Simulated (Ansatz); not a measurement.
**Cl− with AlF₃: superposition error and deformation**

How much of this pair's binding is borrowed basis, and how much do the fragments pay to take the shapes they have in the pair?

Computed with Ansatz 0.2.0, Gaussian basis. Level: PBE0-D4 structures, single points in def2-TZVPPD.

Levels: PBE-D4, revPBE-D4, BLYP-D4, r2SCAN-D4, B97M-V, PBE0-D4, B3LYP-D4, HSE06-D4, wB97X-V, wB97M-V, B2PLYP, Hartree-Fock, MP2, CCSD, CCSD(T).

Cores are frozen in the correlated methods. B3LYP uses VWN-RPA correlation. B2PLYP carries no dispersion term here.

129 further runs of the same task are left out: 129 set aside as unsound or not needed. Runs told in other sessions of the task aren't counted.

## Step 1: Starting geometry

The relaxed pair: 5 atoms, charge -1, spin multiplicity 1.

Atoms are counted from 1 here; the program's logs count them from 0.

Bond lengths: Cl1–Al3 2.178 Å, F2–Al3 1.682 Å, Al3–F4 1.682 Å, Al3–F5 1.682 Å. Angles: Cl1–Al3–F2 108.8°, Cl1–Al3–F4 108.8°, Cl1–Al3–F5 108.8°, F2–Al3–F4 110.1°, F2–Al3–F5 110.1°, F4–Al3–F5 110.1°.

Coordinates:

```xyz
5
AlClF3
Cl   -0.3949    0.1587   -2.0235
F     1.4320   -0.8996    0.3167
Al    0.0211   -0.0085    0.1079
F    -1.2704   -0.7865    0.8530
F     0.2124    1.5359    0.7458
```

Atoms 1 to 1 are fragment A (Cl−), the rest fragment B (AlF₃). From earlier runs, pair energy (eV) and counterpoise interaction (kJ/mol):

| method | E(pair) | interaction |
| --- | --- | --- |
| PBE-D4 | -27269.22923 | -379.23 |
| revPBE-D4 | -27279.13175 | -370.54 |
| BLYP-D4 | -27285.55657 | -366.35 |
| r2SCAN-D4 | -27281.06418 | -398.83 |
| B97M-V | -27277.95248 | -393.72 |
| PBE0-D4 | -27270.79645 | -399.70 |
| B3LYP-D4 | -27287.06608 | -387.58 |
| HSE06-D4 | -27270.08675 | -399.22 |
| wB97X-V | -27280.07091 | -399.03 |
| wB97M-V | -27283.06102 | -393.99 |
| B2PLYP | -27275.21230 | -384.77 |
| Hartree-Fock | -27219.39489 | -398.37 |
| MP2 | -27247.70339 | -387.81 |
| CCSD(T) | -27248.97211 | -391.16 |

First each fragment is run alone in its own basis, frozen in the shape it has in the pair (a, b).

## Step 2: wB97X-V/def2-TZVPPD

File a/in.yaml:

```yaml
crystal:
  periodic: [false, false, false]
  atoms:
    - {symbol: Cl, position_ang: [-0.394912, 0.158727, -2.023476]}
basis:
  gaussian: {orbitals: "def2-TZVPPD.json"}
total_charge: -1
hamiltonian: {xc: {name: wB97X-V}}
```

File b/in.yaml:

```yaml
crystal:
  periodic: [false, false, false]
  atoms:
    - {symbol: F, position_ang: [1.431970, -0.899647, 0.316724]}
    - {symbol: Al, position_ang: [0.021076, -0.008461, 0.107868]}
    - {symbol: F, position_ang: [-1.270395, -0.786484, 0.853012]}
    - {symbol: F, position_ang: [0.212361, 1.535866, 0.745772]}
basis:
  gaussian: {orbitals: "def2-TZVPPD.json"}
hamiltonian: {xc: {name: wB97X-V}}
```

The basis file named in the input lies beside it (Basis Set Exchange, JSON).

One command serves all of them, each in its own folder.

On the command line:

```bash
ansatz run in.yaml --threads 4 --pin off --events-out ev --progress --plain --max-ram 9574MiB
```

Output in a:

```text
Functional definition: wB97X-V
  name "wB97X-V"
  cite "Mardirossian & Head-Gordon, Phys. Chem. Chem. Phys. 16, 9904 (2014) doi:10.1039/C3CP54374A"
  cite "Becke, J. Chem. Phys. 107, 8554 (1997) doi:10.1063/1.475007"
  cite "Vydrov & Van Voorhis, J. Chem. Phys. 133, 244103 (2010) doi:10.1063/1.3521275"
  parameter omega = 0.3/bohr
  parameter cx = 0.167
  parameter cx1 = 0.603
  parameter cx2 = 1.194
  parameter css0 = 0.556
  parameter css1 = -0.257
  parameter cos0 = 1.219
  parameter cos1 = -1.850
  parameter b = 6.0
  parameter c = 0.01
  exchange = spin_sum(e_x_unif_sr(omega)*poly(b97_u_x, 1 - cx, cx1, cx2)) + cx*exact_x_sr(omega) + exact_x_lr(omega)
  correlation = spin_sum(e_c_pw_same_spin*poly(b97_u_same, css0, css1))
      + integral(e_c_pw_opposite_spin*poly(b97_u_opposite, cos0, cos1)) + vv10(b, c)
327 factors; their error is unknown
60 factors; integrals over basis functions are off by at most 9.2e-5 eV
mean field evaluation 1: about -12522.3621 eV, gradient 1.9e1 eV
mean field evaluation 2: about -12522.7269 eV, gradient 1.4e1 eV
mean field evaluation 4: about -12523.0001 eV, gradient 4.6e-2 eV
mean field evaluation 8: about -12523.0240 eV, gradient 7.9e-4 eV
mean field -12523.02401879 eV, -460.2126442799 hartree, gradient 8.2e-6 eV, S^2 0.000000; 0 other end points of the search recorded, 0 dependent functions left out
reference -12523.02401746 eV, -460.2126442311 hartree; 9, 9 occupied and 42, 42 virtual orbitals, 327 factors
Total energy: -12523.02401746 eV, -460.2126442311 hartree
```

Output in b, shortened:

```text
[... 5 set-up lines as earlier in the session ...]
[...]
      + integral(e_c_pw_opposite_spin*poly(b97_u_opposite, cos0, cos1)) + vv10(b, c)
899 factors; their error is unknown
236 factors; integrals over basis functions are off by at most 2.6e-5 eV
[...]
mean field -14752.89664230 eV, -542.1589517318 hartree, gradient 6.9e-5 eV, S^2 0.000000; 0 other end points of the search recorded, 0 dependent functions left out
reference -14752.89663961 eV, -542.1589516330 hartree; 20, 20 occupied and 148, 148 virtual orbitals, 899 factors
Total energy: -14752.89663961 eV, -542.1589516330 hartree
```

Wall times: 0.3 s (a), 3.1 s (b) on 4 threads of Arm Neoverse V1, shared host.

## Step 3: wB97M-V/def2-TZVPPD

Each input of step 2 (a, b) changes in the same lines:

```diff
-hamiltonian: {xc: {name: wB97X-V}}
+hamiltonian: {xc: {name: wB97M-V}}
```

The same command starts each run, in its folder.

On the command line:

```bash
ansatz run in.yaml --threads 4 --pin off --events-out ev --progress --plain --max-ram 9574MiB
```

Output in a, shortened:

```text
Functional definition: wB97M-V
  name "wB97M-V"
  cite "Mardirossian & Head-Gordon, J. Chem. Phys. 144, 214110 (2016) doi:10.1063/1.4952647"
[... 2 set-up lines as earlier in the session ...]
  # Of w^i u^j: cxij and so on, Table III.
[...]
  gx(w, u) = 1 - cx + cx01*u + cx10*w
  gss(w, u) = css00 + css04*u^4 + css10*w + css20*w^2 + css43*w^4*u^3
  gos(w, u) = cos00 + cos10*w + (cos20 + cos21*u)*w^2 + (cos60 + cos61*u)*w^6
[...]
      + integral(e_c_pw_mod_opposite_spin*gos(b97_w_opposite, b97_u_opposite)) + vv10(b, c)
327 factors; their error is unknown
60 factors; integrals over basis functions are off by at most 9.2e-5 eV
[...]
mean field -12524.30685346 eV, -460.2597875847 hartree, gradient 4.5e-5 eV, S^2 0.000000; 0 other end points of the search recorded, 0 dependent functions left out
reference -12524.30688656 eV, -460.2597888008 hartree; 9, 9 occupied and 42, 42 virtual orbitals, 327 factors
Total energy: -12524.30688656 eV, -460.2597888008 hartree
```

Output in b, shortened:

```text
[... 5 set-up lines as earlier in the session ...]
  # Of w^i u^j: cxij and so on, Table III.
[...]
  gx(w, u) = 1 - cx + cx01*u + cx10*w
  gss(w, u) = css00 + css04*u^4 + css10*w + css20*w^2 + css43*w^4*u^3
  gos(w, u) = cos00 + cos10*w + (cos20 + cos21*u)*w^2 + (cos60 + cos61*u)*w^6
[...]
      + integral(e_c_pw_mod_opposite_spin*gos(b97_w_opposite, b97_u_opposite)) + vv10(b, c)
892 factors; their error is unknown
236 factors; integrals over basis functions are off by at most 2.6e-5 eV
[...]
mean field -14754.65912013 eV, -542.2237215976 hartree, gradient 7.7e-6 eV, S^2 0.000000; 0 other end points of the search recorded, 0 dependent functions left out
reference -14754.65918570 eV, -542.2237240073 hartree; 20, 20 occupied and 148, 148 virtual orbitals, 892 factors
Total energy: -14754.65918570 eV, -542.2237240073 hartree
```

Wall times: 0.35 s (a), 3.6 s (b) on 4 threads of Arm Neoverse V1, shared host.

## Step 4: B2PLYP/def2-TZVPPD

Each input of step 3 (a, b) changes in the same lines:

```diff
-hamiltonian: {xc: {name: wB97M-V}}
+hamiltonian: {xc: {name: B2PLYP}}
```

One command serves all of them, each in its own folder.

On the command line:

```bash
ansatz run in.yaml --threads 4 --pin off --events-out ev --progress --plain --max-ram 9574MiB
```

a printed, shortened:

```text
Functional definition: B2PLYP
  name "B2PLYP"
  cite "Grimme, J. Chem. Phys. 124, 034108 (2006) doi:10.1063/1.2148954"
  cite "Becke, Phys. Rev. A 38, 3098 (1988) doi:10.1103/PhysRevA.38.3098"
  cite "Lee, Yang & Parr, Phys. Rev. B 37, 785 (1988) doi:10.1103/PhysRevB.37.785"
[...]
293 factors; integrals over basis functions are off by at most 1.6e-4 eV
[...]
mean field -12519.61027230 eV, -460.0871914103 hartree, gradient 5.8e-6 eV, S^2 0.000000; 0 other end points of the search recorded, 0 dependent functions left out
5 core orbitals not correlated: weight in the atoms' cores, before any rotation towards them, 1.000 or more for the frozen orbitals, at most 0.000 for the correlated occupied ones
reference -12519.61036088 eV, -460.0871946657 hartree; 4, 4 occupied and 42, 42 virtual orbitals, 293 factors
second order -6.74510282 eV of doubles, -0.00000000 eV of singles
Total energy: -12521.43153864 eV, -460.1541217140 hartree
```

Output in b, shortened:

```text
[... 5 set-up lines as earlier in the session ...]
[...]
1048 factors; integrals over basis functions are off by at most 1.0e-3 eV
[...]
mean field -14742.43854279 eV, -541.7746236638 hartree, gradient 4.6e-6 eV, S^2 0.000000; 0 other end points of the search recorded, 0 dependent functions left out
8 core orbitals not correlated: weight in the atoms' cores, before any rotation towards them, 1.000 or more for the frozen orbitals, at most 0.000 for the correlated occupied ones
reference -14742.43870368 eV, -541.7746295765 hartree; 12, 12 occupied and 148, 148 virtual orbitals, 1048 factors
second order -27.09278594 eV of doubles, -0.00000000 eV of singles
Total energy: -14749.75375589 eV, -542.0434527867 hartree
```

They took 0.2 s (a), 2 s (b) on 4 threads of Arm Neoverse V1, shared host.

## Step 5: B97M-V/def2-TZVPPD

The same edit goes into each in.yaml of step 4 (a, b):

```diff
-hamiltonian: {xc: {name: B2PLYP}}
+hamiltonian: {xc: {name: B97M-V}}
```

The same command starts each run, in its folder.

On the command line:

```bash
ansatz run in.yaml --threads 4 --pin off --events-out ev --progress --plain --max-ram 9574MiB
```

Log of a, shortened:

```text
Functional definition: B97M-V
  name "B97M-V"
  cite "Mardirossian & Head-Gordon, J. Chem. Phys. 142, 074111 (2015) doi:10.1063/1.4907719"
[... 2 set-up lines as earlier in the session ...]
  # Of w^i u^j: cxij and so on, Table III.
[...]
  gx(w, u) = cx00 + cx01*u + cx02*u^2 + (cx10 + cx11*u)*w
  gss(w, u) = css00 + css02*u^2 + css10*w + (css32*w^3 + css42*w^4)*u^2
  gos(w, u) = cos00 + cos01*u + cos03*u^3 + cos10*w + cos32*w^3*u^2
[...]
      + integral(e_c_pw_mod_opposite_spin*gos(b97_w_opposite, b97_u_opposite)) + vv10(b, c)
324 factors; their error is unknown
[...]
mean field -12521.66207109 eV, -460.1625936250 hartree, gradient 8.4e-5 eV, S^2 0.000000; 0 other end points of the search recorded, 0 dependent functions left out
reference -12521.66210999 eV, -460.1625950546 hartree; 9, 9 occupied and 42, 42 virtual orbitals, 324 factors
Total energy: -12521.66210999 eV, -460.1625950546 hartree
```

Output in b, shortened:

```text
[... 5 set-up lines as earlier in the session ...]
  # Of w^i u^j: cxij and so on, Table III.
[...]
  gx(w, u) = cx00 + cx01*u + cx02*u^2 + (cx10 + cx11*u)*w
  gss(w, u) = css00 + css02*u^2 + css10*w + (css32*w^3 + css42*w^4)*u^2
  gos(w, u) = cos00 + cos01*u + cos03*u^3 + cos10*w + cos32*w^3*u^2
[...]
      + integral(e_c_pw_mod_opposite_spin*gos(b97_w_opposite, b97_u_opposite)) + vv10(b, c)
892 factors; their error is unknown
[...]
mean field -14752.19721195 eV, -542.1332481406 hartree, gradient 2.6e-5 eV, S^2 0.000000; 0 other end points of the search recorded, 0 dependent functions left out
reference -14752.19728994 eV, -542.1332510067 hartree; 20, 20 occupied and 148, 148 virtual orbitals, 892 factors
Total energy: -14752.19728994 eV, -542.1332510067 hartree
```

Times: 0.3 s (a), 2.8 s (b) on 4 threads of Arm Neoverse V1, shared host.

## Step 6: CCSD(T)/def2-TZVPPD

The same edit goes into each in.yaml of step 5 (a, b):

```diff
-hamiltonian: {xc: {name: B97M-V}}
+correlation: {method: ccsd_t}
```

The same command starts each run, in its folder.

On the command line:

```bash
ansatz run in.yaml --threads 4 --pin off --events-out ev --progress --plain --max-ram 9574MiB
```

Output in a, shortened:

```text
Functional definition: HF
  name "HF"
  cite "Fock, Z. Phys. 61, 126 (1930) doi:10.1007/BF01340294"
  parent pbe
[...]
293 factors; integrals over basis functions are off by at most 1.6e-4 eV
[...]
mean field -12505.39286953 eV, -459.5647114954 hartree, gradient 8.0e-6 eV, S^2 0.000000; 0 other end points of the search recorded, 0 dependent functions left out
5 core orbitals not correlated: weight in the atoms' cores, before any rotation towards them, 1.000 or more for the frozen orbitals, at most 0.000 for the correlated occupied ones
reference -12505.39286953 eV, -459.5647114954 hartree; 4, 4 occupied and 42, 42 virtual orbitals, 293 factors
second order -5.54525689 eV of doubles, -0.00000000 eV of singles
cycle   1  -5.85548281 eV  change   -3.1e-1 eV  update   4.0e-2
[...]
cycle   8  -5.97235895 eV  change   -1.2e-6 eV  update   3.9e-6
perturbative correction -0.24425678 eV, -0.0089762710 hartree
Total energy: -12511.60948525 eV, -459.7931679094 hartree
```

Output in b, shortened:

```text
[... 4 set-up lines as earlier in the session ...]
[...]
1048 factors; integrals over basis functions are off by at most 1.0e-3 eV
[...]
mean field -14709.86231328 eV, -540.5774693101 hartree, gradient 3.2e-6 eV, S^2 0.000000; 0 other end points of the search recorded, 0 dependent functions left out
8 core orbitals not correlated: weight in the atoms' cores, before any rotation towards them, 1.000 or more for the frozen orbitals, at most 0.000 for the correlated occupied ones
reference -14709.86231328 eV, -540.5774693101 hartree; 12, 12 occupied and 148, 148 virtual orbitals, 1048 factors
second order -22.78741565 eV of doubles, -0.00000000 eV of singles
cycle   1  -22.13580479 eV  change    6.5e-1 eV  update   1.1e-1
[...]
cycle  11  -22.67319381 eV  change    2.9e-5 eV  update   4.8e-6
perturbative correction -0.66972293 eV, -0.0246118638 hartree
Total energy: -14733.20523002 eV, -541.4353056780 hartree
```

Times: 0.2 s (a), 21 s (b) on 4 threads of Arm Neoverse V1, shared host; peak memory 1.4 GiB.

## Step 7: Relaxing AlF₃ alone

File relax-b/in.yaml:

```yaml
crystal:
  periodic: [false, false, false]
  atoms:
    - {symbol: F, position_ang: [1.431970, -0.899647, 0.316724]}
    - {symbol: Al, position_ang: [0.021076, -0.008461, 0.107868]}
    - {symbol: F, position_ang: [-1.270395, -0.786484, 0.853012]}
    - {symbol: F, position_ang: [0.212361, 1.535866, 0.745772]}
basis:
  gaussian: {orbitals: def2-TZVP}
hamiltonian: {xc: pbe0, dispersion: d4}
relax: {f_tol: 0.005, max_steps: 200}
```

On the command line:

```bash
ansatz run in.yaml --threads 4 --pin off --events-out ev --progress --plain --max-ram 9574MiB
```

Log, shortened:

```text
Functional definition: PBE0
  name "PBE0"
  cite "Adamo & Barone, J. Chem. Phys. 110, 6158 (1999) doi:10.1063/1.478522"
  cite "Perdew, Burke & Ernzerhof, Phys. Rev. Lett. 77, 3865 (1996) doi:10.1103/PhysRevLett.77.3865"
[... 1 set-up line as earlier in the session ...]
[...]
747 factors; their error is unknown
[...]
mean field -14745.75903936 eV, -541.8966496619 hartree, gradient 3.8e-5 eV, S^2 0.000000; 0 other end points of the search recorded, 0 dependent functions left out
[...]
reference -14745.75906613 eV, -541.8966506459 hartree; 20, 20 occupied and 110, 110 virtual orbitals, 747 factors
relax step   1: F+E_penalty+E_count = -14745.80356040 eV  Δ(F+E_penalty+E_count) = +0.000e0 eV  max|allowed force component| = 4.137e0 eV/Å  Δτ_max = 0.0000 Å  (23 SCF iters, accepted)
[...]
relax step   4: F+E_penalty+E_count = -14746.76699495 eV  Δ(F+E_penalty+E_count) = -2.738e-3 eV  max|allowed force component| = 6.838e-3 eV/Å  Δτ_max = 0.0110 Å  (25 SCF iters, accepted)
[...]
relax step   5: F+E_penalty+E_count = -14746.76699720 eV  Δ(F+E_penalty+E_count) = -2.244e-6 eV  max|allowed force component| = 4.483e-5 eV/Å  Δτ_max = 0.0002 Å  (17 SCF iters, accepted)
747 factors; their error is unknown
mean field -14746.72264906 eV, -541.9320616653 hartree, gradient 2.6e-5 eV, S^2 0.000000; 1 other end points of the search recorded, 0 dependent functions left out
[...]
reference -14746.72267630 eV, -541.9320626664 hartree; 20, 20 occupied and 110, 110 virtual orbitals, 747 factors
Total energy: -14746.76702444 eV, -541.9336924304 hartree
Atom 0 at     1.436445    -0.908969     0.176594 Å, force    -0.000011     0.000006    -0.000008 eV/Å
Atom 1 at     0.098743    -0.039675     0.505842 Å, force    -0.000045     0.000031     0.000044 eV/Å
Atom 2 at    -1.328690    -0.793186     0.725336 Å, force     0.000044     0.000008    -0.000019 eV/Å
Atom 3 at     0.188514     1.583105     0.615604 Å, force     0.000011    -0.000045    -0.000017 eV/Å
Dipole moment:    -0.000022     0.000014    -0.000004 e Å
```

It took 4.7 s on 4 threads of Arm Neoverse V1, shared host.

Along the way:

```
step  energy from step 1 (eV)  largest force component (eV/Å)
   1                   0.0000                          4.1370
   2                  -0.6220                          2.1985
   3                  -0.9607                          0.2209
   4                  -0.9634                          0.0068
   5                  -0.9634                          0.0000
```

Distances of close pairs at the start and the end, largest changes first:

```
  bond  before (Å)  after (Å)  change (Å)
Al2–F4       1.682      1.629      -0.053
Al2–F3       1.682      1.629      -0.053
F1–Al2       1.682      1.629      -0.053
```

## Step 8: PBE-D4/def2-TZVPPD

File free-b/in.yaml:

```yaml
crystal:
  periodic: [false, false, false]
  atoms:
    - {symbol: F, position_ang: [1.436445, -0.908969, 0.176594]}
    - {symbol: Al, position_ang: [0.098743, -0.039675, 0.505842]}
    - {symbol: F, position_ang: [-1.328690, -0.793186, 0.725336]}
    - {symbol: F, position_ang: [0.188514, 1.583105, 0.615604]}
basis:
  gaussian: {orbitals: "def2-TZVPPD.json"}
hamiltonian: {xc: pbe, dispersion: d4}
```

On the command line:

```bash
ansatz run in.yaml --threads 4 --pin off --events-out ev --progress --plain --max-ram 9574MiB
```

Log:

```text
Functional definition: PBE
  name "PBE"
[... 2 set-up lines as earlier in the session ...]
  parameter kappa = 0.804
  parameter beta = 0.06672455060314922
  exchange = pbe_x(kappa = kappa, mu = beta*pi^2/3)
  correlation = pbe_c(beta = beta)
892 factors; their error is unknown
mean field evaluation 1: about -14739.4047 eV, gradient 7.1e1 eV
mean field evaluation 2: about -14708.2153 eV, gradient 1.6e2 eV
mean field evaluation 4: about -14746.2690 eV, gradient 1.7e0 eV
mean field evaluation 8: about -14746.2720 eV, gradient 1.4e-2 eV
mean field -14746.27204906 eV, -541.9155024206 hartree, gradient 6.0e-5 eV, S^2 0.000000; 0 other end points of the search recorded, 0 dependent functions left out
reference -14746.27210246 eV, -541.9155043832 hartree; 20, 20 occupied and 148, 148 virtual orbitals, 892 factors
Total energy: -14746.32548000 eV, -541.9174659714 hartree
```

Wall time 0.8 s (4 threads of Arm Neoverse V1, shared host).

## Step 9: r2SCAN-D4/def2-TZVPPD

free-b/in.yaml: that of step 8 with these lines changed.

```diff
@@ -9,2 +9,2 @@
   gaussian: {orbitals: "def2-TZVPPD.json"}
-hamiltonian: {xc: pbe, dispersion: d4}
+hamiltonian: {xc: r2scan, dispersion: d4}
```

On the command line:

```bash
ansatz run in.yaml --threads 4 --pin off --events-out ev --progress --plain --max-ram 9574MiB
```

Log:

```text
Functional definition: r2SCAN
  name "r2SCAN"
  cite "Furness, Kaplan, Ning, Perdew & Sun, J. Phys. Chem. Lett. 11, 8208 (2020) doi:10.1021/acs.jpclett.0c02405"
  cite "Furness, Kaplan, Ning, Perdew & Sun, J. Phys. Chem. Lett. 11, 9248 (2020) doi:10.1021/acs.jpclett.0c03077"
  parent r2scan
  parameter k0 = 0.174
  parameter k1 = 0.065
  parameter a1 = 4.9479
  exchange = r2scan_x(k0 = k0, k1 = k1, a1 = a1)
  correlation = r2scan_c
892 factors; their error is unknown
mean field evaluation 1: about -14747.4878 eV, gradient 6.8e1 eV
mean field evaluation 2: about -14729.4297 eV, gradient 1.3e2 eV
mean field evaluation 4: about -14753.7823 eV, gradient 1.2e0 eV
mean field evaluation 8: about -14753.7823 eV, gradient 4.1e-2 eV
mean field -14753.78234470 eV, -542.1915006949 hartree, gradient 2.6e-5 eV, S^2 0.000000; 0 other end points of the search recorded, 0 dependent functions left out
reference -14753.78236330 eV, -542.1915013783 hartree; 20, 20 occupied and 148, 148 virtual orbitals, 892 factors
Total energy: -14753.79421205 eV, -542.1919368120 hartree
```

It took 1.7 s on 4 threads of Arm Neoverse V1, shared host.

## Step 10: PBE0-D4/def2-TZVPPD

free-b/in.yaml: that of step 9 with these lines changed.

```diff
@@ -9,2 +9,3 @@
   gaussian: {orbitals: "def2-TZVPPD.json"}
-hamiltonian: {xc: r2scan, dispersion: d4}
+hamiltonian: {xc: pbe0, dispersion: d4}
+output: {orbitals: {seedname: orbitals}}
```

On the command line:

```bash
ansatz run in.yaml --threads 4 --pin off --events-out ev --progress --plain --max-ram 9574MiB
```

Log, shortened:

```text
[... 5 set-up lines as earlier in the session ...]
  parameter a = 0.25
[... 2 set-up lines as earlier in the session ...]
  exchange = (1 - a)*pbe_x(kappa = kappa, mu = beta*pi^2/3) + a*exact_x
[... 1 set-up line as earlier in the session ...]
902 factors; their error is unknown
mean field evaluation 1: about -14741.3699 eV, gradient 6.3e1 eV
mean field evaluation 2: about -14732.4679 eV, gradient 1.0e2 eV
mean field evaluation 4: about -14746.7531 eV, gradient 5.0e-1 eV
mean field evaluation 8: about -14746.7995 eV, gradient 6.3e-2 eV
mean field -14746.79952407 eV, -541.9348867700 hartree, gradient 6.3e-5 eV, S^2 0.000000; 0 other end points of the search recorded, 0 dependent functions left out
reference -14746.79956444 eV, -541.9348882535 hartree; 20, 20 occupied and 148, 148 virtual orbitals, 902 factors
Total energy: -14746.84391258 eV, -541.9365180175 hartree
```

Wall time 1.1 s (4 threads of Arm Neoverse V1, shared host).

(Part 1 of 2 ends here.)
